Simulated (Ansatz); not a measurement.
# H2MnN: the cost of one run

Method: def2-TZVPP, core rule «outside noble gas», up to 10 orbitals frozen; program: Ansatz 0.2.0, Gaussian basis.

The runs, in order: UHF; CCSD(T) on ROHF; CCSD(T) on UHF; CCSDT(Q) on UHF.

10 further runs of the same task are left out: 4 for a known fault of the program, 2 that didn't finish, 4 set aside as unsound or not needed.

## 1. The geometry

The geometry is a PBE0/def2-TZVP stationary point (not a proven minimum) of the parent state, kept for this charge and spin.

4 atoms, charge 0, spin multiplicity 3.

Atoms are counted from 1 here; the program's logs count them from 0.

Bond lengths: Mn1–N2 1.746 Å, N2–H3 1.012 Å, N2–H4 1.012 Å. Angles: Mn1–N2–H3 125.1°, Mn1–N2–H4 125.1°, H3–N2–H4 109.7°.

As a file:

```xyz
4
H2MnN
Mn    0.0000    0.0000    0.4108
N     0.0000    0.0000   -1.3352
H     0.0000    0.8279   -1.9178
H     0.0000   -0.8279   -1.9178
```

## 2. UHF

The input, in.yaml:

```yaml
crystal:
  periodic: [false, false, false]
  atoms:
    - {symbol: Mn, position_ang: [0.000000, 0.000000, 0.410791]}
    - {symbol: N, position_ang: [0.000000, 0.000000, -1.335217]}
    - {symbol: H, position_ang: [0.000000, 0.827855, -1.917819]}
    - {symbol: H, position_ang: [0.000000, -0.827855, -1.917819]}
basis:
  gaussian: {orbitals: def2-TZVPP}
magnetization: {spin_polarized: true, initial_magnetization: 2}
hamiltonian: {xc: hf}
output: {orbitals: {seedname: orbitals}}
```

Run with:

```console
ansatz run in.yaml --threads 1 --pin off --events-out ev --progress --plain --max-ram 4096MiB --backend cpu
```

Q: Estimate wall time and peak memory on 1 thread of AMD EPYC 7R13, shared host.

About 86 s, with a peak of 0.35 GiB.
